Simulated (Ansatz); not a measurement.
# Mg: the cost of one run

Method: DFT LDA, scalar-relativistic, plane waves, PAW, in Ansatz 0.2.0.

**1. The structure to begin with**

Symmetry: Im-3m, No. 229, cubic system. The conventional cell has a = 3.546 Å, b = 3.546 Å, c = 3.546 Å, α = 90.00°, β = 90.00°, γ = 90.00°. Mg (site symmetry m-3m) is surrounded by 8 Mg at 3.07 Å.

Coordinates:

```
Mg
1.0
    -1.77276    1.77276    1.77276
     1.77276   -1.77276    1.77276
     1.77276    1.77276   -1.77276
Mg
1
Direct
  0.00000 0.00000 0.00000
```

It goes back to an entry of the Materials Project, which need not be the stable form.

No relaxation comes first: the listed cell is the starting point.

**2. Zero of energy**

The reference gives a free energy of -1901.5737 eV, pressure -1.16 GPa, largest force 0.000 eV/Å and gap on the mesh none (metal). It was computed beforehand with the settings of the runs below.

**3. The scan: energy and stress against strain**

The cell is strained by ε times the Voigt pattern (0, 0, 0, 1, 0, 0) (xx, yy, zz, yz, xz, xy; engineering shear), with fractional coordinates fixed (clamped ions). The stress on the pattern is the sum of the stress components weighted by it, tension positive.

**4. At ε = -0.1500**

Input file input.yaml:

```yaml
crystal:
  lattice:
    - [-1.7727644967, 1.6398071594, 1.6398071594]
    - [1.7727644967, -1.905721834, 1.905721834]
    - [1.7727644967, 1.905721834, -1.905721834]
  atoms:
    - { symbol: Mg, position: [0.0, 0.0, 0.0] }
basis:
  ecutwfc: 420
kpoints:
  mp_grid: { grid: [18, 18, 18] }
hamiltonian:
  xc: lda
scf:
  occupations: { method: gaussian, width: 0.15 }
output:
  forces: true
  stress: true
  eigenvalues: true
```

**Question.** How long does this run take on 1 thread of an Arm CPU, shared host, and how much memory does it need?

About 10 s, with a peak of 0.43 GiB.
